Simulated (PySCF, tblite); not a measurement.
# C₅H₄F₂N−: geometry, infrared bands and NMR shifts

Wanted: the infrared bands and NMR shifts of C₅H₄F₂N− (`FC(F)c1ccc[n-]1`), by calculation.

Programs: tblite 0.8.0 and PySCF 2.14.0, with density-fitted response routines of our own. Each step states its level of theory. These are calculated values for one molecule in the gas phase, unless marked as measured. Atoms are numbered from 0 throughout.

## 1. The starting structure

12 atoms, charge -1, multiplicity 1; geometry from: force field or distance geometry start.

Bonds of the start (Å): F0–C1 1.36, C1–F2 1.35, C1–C3 1.51, C3–C4 1.37, C4–C5 1.38, C5–C6 1.37, C6–N7 1.33, N7–C3 1.36, C1–H8 1.10, C4–H9 1.08, C5–H10 1.08, C6–H11 1.08.

## 2. Relaxing the molecule with GFN2-xTB

Job settings and geometry (Å):

```
{"job": {"kind": "relax", "xc": "GFN2-xTB", "basis": "xTB"}, "charge": -1, "multiplicity": 1}
F     -2.469500     0.543100     1.111800
C     -1.819000    -0.490800     0.511400
F     -2.429100    -0.678200    -0.681100
C     -0.349900    -0.198800     0.348700
C      0.228600     0.838200    -0.333100
C      1.594100     0.691600    -0.212600
C      1.789300    -0.426500     0.552500
N      0.627800    -0.970000     0.904900
H     -1.970100    -1.395300     1.127700
H     -0.299200     1.614600    -0.874700
H      2.363400     1.326100    -0.626400
H      2.734700    -0.854600     0.865500
```

Command:

```
> OMP_NUM_THREADS=1 python probes_run.py task.json out
```

One launch serves the whole session: the jobs run in the order shown.

**Question.** This job is followed by: GFN2-xTB harmonic vibrations, gas phase; GIAO PBE0/pcSseg-1 NMR shielding, non-relativistic, gas phase. Predict these results of the whole session: strongest single infrared mode (GFN2-xTB); zero-point energy (GFN2-xTB); 13C shifts against TMS (PBE0/pcSseg-1); 1H shifts against TMS (PBE0/pcSseg-1); 19F shifts against CFCl3 (PBE0/pcSseg-1, means over atoms taken as alike); 15N shifts against NH3 (PBE0/pcSseg-1).

As calculated:

```
                                                                 quantity                                  value
                                strongest single infrared mode (GFN2-xTB)                  3034 cm⁻¹, 305 km/mol
                                             zero-point energy (GFN2-xTB)                          49.5 kcal/mol
                                   13C shifts against TMS (PBE0/pcSseg-1)  135.7, 129.6, 128.9, 105.8, 103.5 ppm
                                    1H shifts against TMS (PBE0/pcSseg-1)             6.75, 6.56, 6.38, 5.91 ppm
19F shifts against CFCl3 (PBE0/pcSseg-1, means over atoms taken as alike)                             -113.1 ppm
                                   15N shifts against NH3 (PBE0/pcSseg-1)                              309.1 ppm
```

In words: The optimisation took 21 steps and gained 0.139 eV; among the close pairs (by a distance rule), C1–C3 changed most, from 1.507 to 1.464 Å. No mode is imaginary among the 30: a minimum at this level. The strongest single mode, at 3034 cm⁻¹, moves mainly H10 and H11. Unscaled tight-binding wavenumbers are off by several per cent, some by more. Its intensities can rank the bands wrongly. At PBE0/pcSseg-1: The largest span, 477 ppm, is at N7, where the paramagnetic term is -373 ppm. NICS(1)zz of -33 ppm above the planar ring from C3 marks a diatropic (aromatic) ring current.
